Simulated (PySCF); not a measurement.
**[Nd(NH3)3]3+: other functionals and bases at one geometry**

One table from this session's results is given with a row withheld; the runs are named, their logs left out.

Computed with PySCF 2.14.0. Level: several levels, as the steps say, no spin–orbit coupling.

1 further run of the same task is left out (for a known fault of the program).

## The starting structure

13 atoms, charge 3, spin multiplicity 1.

Bond lengths: Nd1–N2 2.474 Å, Nd1–N6 2.474 Å, Nd1–N10 2.474 Å, N2–H3 1.037 Å, N2–H4 1.036 Å, N2–H5 1.036 Å, N6–H7 1.037 Å, N6–H8 1.036 Å, N6–H9 1.036 Å, N10–H11 1.037 Å, N10–H12 1.036 Å, N10–H13 1.036 Å. Angles: N2–Nd1–N6 111.1°, N2–Nd1–N10 111.1°, N6–Nd1–N10 111.1°, Nd1–N2–H3 114.6°, Nd1–N2–H4 116.3°, Nd1–N2–H5 115.8°, H3–N2–H4 102.7°, H3–N2–H5 102.7°, H4–N2–H5 102.8°, Nd1–N6–H7 114.6°, Nd1–N6–H8 116.3°, Nd1–N6–H9 115.9°, H7–N6–H8 102.7°, H7–N6–H9 102.7°, H8–N6–H9 102.8°, Nd1–N10–H11 114.6°, Nd1–N10–H12 116.3°, Nd1–N10–H13 115.9° and more.

Coordinates:

| atom | x (Å) | y (Å) | z (Å) |
| --- | --- | --- | --- |
| Nd1 | 0.0000 | 0.0000 | 0.7373 |
| N2 | 2.3556 | -0.0005 | -0.0174 |
| H3 | 3.0423 | -0.2715 | 0.7112 |
| H4 | 2.5869 | -0.6413 | -0.7981 |
| H5 | 2.7237 | 0.9092 | -0.3496 |
| N6 | -1.1774 | 2.0402 | -0.0174 |
| H7 | -1.2860 | 2.7705 | 0.7112 |
| H8 | -0.7380 | 2.5610 | -0.7981 |
| H9 | -2.1493 | 1.9042 | -0.3496 |
| N10 | -1.1782 | -2.0398 | -0.0174 |
| H11 | -1.7563 | -2.4989 | 0.7112 |
| H12 | -1.8489 | -1.9196 | -0.7981 |
| H13 | -0.5744 | -2.8134 | -0.3496 |

Formal oxidation states: Nd +3. Each metal's 3 4f electrons lie in its core potential, so multiplicities, spins and levels count the valence alone. An earlier session relaxed this geometry at PBE0, Nd lcecp-1-SVP with ECP49, N def2-SVP, H def2-SVP (singlet, point group C3).

At PBE0 on the finer grid: E = -202.261831 Eh, HOMO -24.29 eV, LUMO -16.35 eV, Mulliken charge on Nd1 +1.85 e, largest force component 0.010 eV/Å. 

Levels to run: BLYP; PBE; PBE0, TZVP. Hardware: 2 threads of Arm Neoverse V2, shared host.

Set-up of the first run:

Input file run.py (the lines that set the calculation):

```python
mol = gto.M(atom='''
Nd     0.00000     0.00000     0.73727
N      2.35559    -0.00048    -0.01738
H      3.04230    -0.27153     0.71123
H      2.58687    -0.64134    -0.79806
H      2.72370     0.90923    -0.34961
N     -1.17739     2.04024    -0.01738
H     -1.28600     2.77047     0.71123
H     -0.73802     2.56096    -0.79806
H     -2.14927     1.90418    -0.34961
N     -1.17821    -2.03977    -0.01738
H     -1.75630    -2.49894     0.71123
H     -1.84885    -1.91962    -0.79806
H     -0.57444    -2.81341    -0.34961''',
    basis={'Nd': 'lcecp-1-SVP', 'N': 'def2-SVP', 'H': 'def2-SVP'},
    ecp={'Nd': 'lcecp-1-SVP'},
    charge=3, spin=0)
mf = dft.RKS(mol, xc='BLYP')
mf.grids.atom_grid = (75, 302)  # f atoms: unpruned, at least (60, 302)
mf = mf.density_fit()  # fitting sets: Nd AutoAux, N def2-universal-JKFIT, H def2-universal-JKFIT
mf.conv_tol = 1e-08; mf.max_cycle = 55
mf.kernel(dm0)  # dm0: the density of the relaxed state
```

On the command line:

```sh
$ OMP_NUM_THREADS=2 python run.py
```

Steps of the session up to this table: BLYP; PBE; PBE0, TZVP.

One table of the session follows, with a row left open; its other results are not shown here.

| level | HOMO (eV) | gap (eV) | charge on Nd1 (e) | dipole (D) | largest force component (eV/Å) |
| --- | --- | --- | --- | --- | --- |
| PBE0 (relaxed here) | -24.29 | 7.94 | 1.85 | 2.27 | 0.01 |
| BLYP | -22.61 | 5.37 | 1.70 | 2.44 | 0.40 |
| PBE | -22.77 | 5.53 | 1.72 | 2.47 | 0.36 |
| PBE0, TZVP | ? | ? | ? | ? | ? |

**Question.** Estimate the row for PBE0, TZVP.

The run gave: HOMO (eV): -24.19; gap (eV): 7.98; charge on Nd1 (e): 2.13; dipole (D): 2.28; largest force component (eV/Å): 0.35. In the column «HOMO (eV)» it lies between PBE0 (relaxed here) (-24.29) and PBE (-22.77).

The dipole of a charged species depends on the origin, so these sizes hold for this origin alone.

In one basis the HOMO–LUMO gap runs from 5.37 eV (BLYP) to 7.94 eV (PBE0). The largest leftover force, 0.40 eV/Å with BLYP, stands at a geometry relaxed at another level. With 4f in the core, its levels are missing from HOMO and gap, and its count is fixed, so no charge can pass from the ligands into it. Total energies of different levels can't be compared.
